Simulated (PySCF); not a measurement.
# PdH₅⁻: singlet, from a square pyramidal start

Aim: relax PdH₅⁻ as a singlet from a square pyramidal start, check by its vibrations whether the end is a minimum, and collect its spectrum and constants.

Computed with PySCF 2.14.0. Level: PBE0, basis Pd def2-TZVPD with ECP28, H def2-TZVPD, scalar-relativistic core potentials, no spin–orbit coupling, density fitting.

## (1) Starting geometry

6 atoms, charge -1, spin multiplicity 1.

Bond lengths: Pd1–H2 1.520 Å, Pd1–H3 1.520 Å, Pd1–H4 1.520 Å, Pd1–H5 1.520 Å, Pd1–H6 1.520 Å. Angles: H2–Pd1–H3 102.0°, H2–Pd1–H4 102.0°, H2–Pd1–H5 102.0°, H2–Pd1–H6 102.0°, H3–Pd1–H4 87.5°, H3–Pd1–H5 156.0°, H3–Pd1–H6 87.5°, H4–Pd1–H5 87.5°, H4–Pd1–H6 156.0°, H5–Pd1–H6 87.5°.

```xyz
6
charge -1 multiplicity 1
Pd    0.0000    0.0000   -0.0023
H     0.0000    0.0000    1.5177
H     1.4868    0.0000   -0.3183
H     0.0000    1.4868   -0.3183
H    -1.4868    0.0000   -0.3183
H     0.0000   -1.4868   -0.3183
```

## (2) Square pyramidal start, singlet: relaxation

One driver script runs all steps and calls PySCF; scf.py shows how it sets up the SCF of each step. The optimiser is the driver's own. Before each start the driver seeks the lowest SCF state from one or more starting densities and follows internal instabilities, so scf.py alone need not reach the same state.

The program finds C4v symmetry in the start, which this walk keeps.

File scf.py:

```python
from pyscf import gto, scf, dft
mol = gto.M(atom='''
Pd     0.000000     0.000000    -0.002326
H     -0.000000    -0.000000     1.517674
H      1.486800     0.000000    -0.318326
H      0.000000     1.486800    -0.318326
H     -1.486800     0.000000    -0.318326
H     -0.000000    -1.486800    -0.318326''',
    basis={'Pd': 'def2-TZVPD', 'H': 'def2-TZVPD'},
    ecp={'Pd': 'def2-TZVPD'},
    charge=-1, spin=0)
mf = dft.RKS(mol, xc='PBE0')
mf.grids.atom_grid = (50, 194)
aux = {'Pd': 'def2-universal-JKFIT', 'H': 'def2-universal-JKFIT'}
mf = mf.density_fit(auxbasis=aux)
mf.kernel()
```

The runs that follow: Is it a minimum? Harmonic modes; Following the imaginary mode; Is it a minimum? Harmonic modes.

**Question.** What will these runs give? Wanted: minimum; geometry; wavenumbers; dipole moment; highest occupied, lowest empty level; polar-tensor charge of Pd1; zero-point energy.

**Answer**, as computed:

| quantity | value |
| --- | --- |
| minimum | singlet, C2v |
| geometry | H–H 0.860 Å, Pd–H 1.562 Å, Pd–H 1.645 Å (×2), Pd–H 1.728 Å (×2); H–H–Pd 75.6° (×2), H–Pd–H 28.8°, H–Pd–H 82.0° (×2), H–Pd–H 83.6° (×2), H–Pd–H 110.8° (×2), H–Pd–H 165.6° (×2) |
| wavenumbers (cm⁻¹) | 476 (b2), 612 (b1), 641 (a2), 667 (a1), 674 (b2), 692 (b1), 1002 (a1), 1583 (b2), 1680 (b2), 1859 (a1), 2044 (a1), 2887 (a1) |
| dipole moment (centre of mass) | 2.17 D |
| highest occupied, lowest empty level | -1.18, 4.28 eV |
| polar-tensor charge of Pd1 | -0.47 e |
| zero-point energy | 88.6 kJ/mol |
| entropy at 298.15 K | 248.4 J/(mol K) |

**Reading.** The square pyramidal start (C4v) ends in a minimum of C2v symmetry. The strongest infrared band lies at 1583 cm⁻¹ (b2). Other starts or spin states, not run here, may lie lower.
